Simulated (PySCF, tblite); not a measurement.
# C₅H₆OP−: infrared bands and NMR shifts

What infrared bands and NMR shifts should C₅H₆OP− (`COc1cc[p-]c1`) show?

Computed with tblite 0.8.0 and PySCF 2.14.0, with density-fitted response routines of our own, on a single molecule in the gas phase. Atoms count from 0, in the outputs and in this text.

## (1) Starting geometry

13 atoms, charge -1, multiplicity 1; geometry from: GFN2-xTB.

Bonds of the start (Å): C0–O1 1.39, O1–C2 1.41, C2–C3 1.40, C3–C4 1.38, C4–P5 1.74, P5–C6 1.75, C6–C2 1.38, C0–H7 1.10, C0–H8 1.09, C0–H9 1.10, C3–H10 1.08, C4–H11 1.08, C6–H12 1.08.

## (2) Harmonic vibrations with GFN2-xTB

What the job is given:

```
{"job": {"kind": "ir", "xc": "GFN2-xTB", "basis": "xTB"}, "charge": -1, "multiplicity": 1}
C      2.191632     0.104243     0.457231
O      1.064479     0.914292     0.397077
C     -0.160570     0.230723     0.254553
C     -1.354473     0.959675     0.186585
C     -2.452480     0.138139     0.047895
P     -2.035510    -1.552020    -0.002495
C     -0.345803    -1.129495     0.168064
H      2.158268    -0.584121     1.314423
H      3.052783     0.769920     0.566610
H      2.315136    -0.496181    -0.455885
H     -1.392592     2.039176     0.239007
H     -3.473129     0.488842    -0.023897
H      0.427869    -1.882705     0.197327
```

**Question.** This job is followed by: GIAO PBE0/pcSseg-1 NMR shielding, non-relativistic, gas phase. What will the session give for the following? strongest single infrared mode (GFN2-xTB); zero-point energy (GFN2-xTB); 13C shifts against TMS (PBE0/pcSseg-1); 1H shifts against TMS (PBE0/pcSseg-1, means over atoms taken as alike); 17O shifts against H2O (PBE0/pcSseg-1); 31P shifts against H3PO4 (PBE0/pcSseg-1).

The runs gave:

| quantity | value |
| --- | --- |
| strongest single infrared mode (GFN2-xTB) | 3034 cm⁻¹, 323 km/mol |
| zero-point energy (GFN2-xTB) | 59.4 kcal/mol |
| 13C shifts against TMS (PBE0/pcSseg-1) | 155.6, 132.6, 104.9, 100.7, 56.5 ppm |
| 1H shifts against TMS (PBE0/pcSseg-1, means over atoms taken as alike) | 6.79, 6.22, 5.68, 3.75 ppm |
| 17O shifts against H2O (PBE0/pcSseg-1) | 79.2 ppm |
| 31P shifts against H3PO4 (PBE0/pcSseg-1) | 49.5 ppm |

What this shows: No mode is imaginary among the 33: a minimum at this level. The strongest single mode, at 3034 cm⁻¹, moves mainly H10 and H12. Unscaled tight-binding wavenumbers are off by several per cent, some by more. Its intensities can rank the bands wrongly. At PBE0/pcSseg-1: The largest span, 282 ppm, is at P5, where the paramagnetic term is -700 ppm. NICS(1)zz of -29 ppm above the planar ring from C2 marks a diatropic (aromatic) ring current.
